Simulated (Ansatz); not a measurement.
# Al3In8N12: the cost of one run

Method: DFT PBE, scalar-relativistic, plane waves, PAW, in Ansatz 0.2.0.

2 further runs of the same task are left out: 2 set aside as unsound or not needed. Runs told in other sessions of the task aren't counted.

## Step 1: Starting point

Symmetry: Cmc2_1, No. 36, orthorhombic system. Conventional cell: a = 10.291 Å, b = 5.923 Å, c = 5.500 Å, α = 90.00°, β = 90.00°, γ = 90.00°. Around Al (site symmetry m) lie 4 N at 1.91 to 1.92 Å. In (site symmetry 1) has 4 N at 2.18 to 2.19 Å in its first shell of neighbours. N (site symmetry 1) has 1 Al at 1.91 Å and 3 In at 2.18 to 2.19 Å in its first shell of neighbours. Around N (site symmetry m) lie 2 Al at 1.91 to 1.92 Å and 2 In at 2.19 Å.

Structure file:

```cif
data_structure
_symmetry_space_group_name_H-M 'Cmc2_1'
_symmetry_Int_Tables_number 36
_cell_length_a 10.2907
_cell_length_b 5.9228
_cell_length_c 5.5002
_cell_angle_alpha 90.000
_cell_angle_beta 90.000
_cell_angle_gamma 90.000
_cell_volume 335.23
loop_
_atom_site_label
_atom_site_type_symbol
_atom_site_symmetry_multiplicity
_atom_site_Wyckoff_symbol
_atom_site_fract_x
_atom_site_fract_y
_atom_site_fract_z
_atom_site_occupancy
Al1 Al 4 a 0.00000 0.65886 0.48922 1
In1 In 8 b 0.66189 0.67352 0.48725 1
N1 N 8 b 0.65107 0.68186 0.88539 1
N2 N 4 a 0.00000 0.63171 0.83750 1
```

It goes back to an entry of the Materials Project, which need not be the stable form.

This cell was relaxed beforehand with the same method: volume 13.97 Å³/atom, gap on the mesh 0.88 eV.

Reference energy of this cell: -25774.8047 eV (12 atoms, 6×6×6 mesh, zero smearing).

## Step 2: Cell: 1 of 4 Al atoms taken out at random

From a supercell with 4 Al sites, 1 are emptied at random; the cell stays neutral and all atoms are shaken by 0.02 Å.

The cell holds 3 Al, 8 In, 12 N: a = 5.923 Å, b = 8.093 Å, c = 8.093 Å, α = 78.96°, β = 68.54°, γ = 68.54°.

## Step 3: Relaxing on a coarse mesh

A cheap relaxation: coarse mesh, no symmetry, loose thresholds.

Input file input.yaml:

```yaml
crystal:
  lattice:
    - [0.0, 5.9227685382, 0.0]
    - [5.1453312758, 2.9613842691, -5.5002130701]
    - [-5.1453312758, 2.9613842691, -5.5002130701]
  atoms:
    - { symbol: Al, position: [0.1465552121, 0.5032620082, 0.5053686257] }
    - { symbol: Al, position: [0.6531685928, 0.005312049, 0.0024983498] }
    - { symbol: Al, position: [0.0763339249, 0.2575391683, 0.2568805289] }
    - { symbol: In, position: [0.665318741, 0.6695414158, 0.3431006997] }
    - { symbol: In, position: [0.1770657052, 0.1668558, 0.8434827144] }
    - { symbol: In, position: [0.6693203655, 0.3433468805, 0.6685043176] }
    - { symbol: In, position: [0.1659663458, 0.8418213953, 0.1709290415] }
    - { symbol: In, position: [0.068545813, 0.5969520465, 0.9198806355] }
    - { symbol: In, position: [0.5746554715, 0.0902911173, 0.4211542711] }
    - { symbol: In, position: [0.0696054997, 0.9162850885, 0.5918200006] }
    - { symbol: In, position: [0.573217489, 0.4201334071, 0.0944693054] }
    - { symbol: "N", position: [0.3721613897, 0.9617720965, 0.6549705671] }
    - { symbol: "N", position: [0.8659078154, 0.4586709573, 0.1557386645] }
    - { symbol: "N", position: [0.3747776287, 0.656382126, 0.9576628278] }
    - { symbol: "N", position: [0.8703032511, 0.156459191, 0.4585315475] }
    - { symbol: "N", position: [0.264286578, 0.4030646389, 0.712184619] }
    - { symbol: "N", position: [0.7615676701, 0.9061502544, 0.2069653199] }
    - { symbol: "N", position: [0.2629176236, 0.7056210265, 0.4059879309] }
    - { symbol: "N", position: [0.7621401242, 0.2035871741, 0.9039969268] }
    - { symbol: "N", position: [0.8057102393, 0.8265532259, 0.8310581433] }
    - { symbol: "N", position: [0.3032641647, 0.3305199845, 0.3303046246] }
    - { symbol: "N", position: [0.78439518, 0.5817006211, 0.5834514667] }
    - { symbol: "N", position: [0.2846322138, 0.0848233572, 0.0851044002] }
  symmetry: { detect: false }
basis:
  ecutwfc: 420
kpoints:
  mp_grid: { grid: [3, 2, 2], shift: [0.0, 0.5, 0.5] }
hamiltonian:
  xc: pbe
scf:
  occupations: { method: gaussian, width: 0.1 }
  lower_state_search: "off"
output:
  forces: true
  stress: true
  eigenvalues: true
relax:
  adjacent_minimum: "off"
  f_tol: 0.04
  max_steps: 50
  cell: { stress_tol: 0.3 }
```

Started as:

```
$ ansatz run input.yaml --threads 4 --pin off --max-ram 9216MiB --backend cpu --events-out ev --progress --plain --runs-dir out
```

**Question.** How long does this run take on 4 threads of Arm Neoverse V1, shared host, and how much memory does it need?

About 68 s, with a peak of 1 GiB.
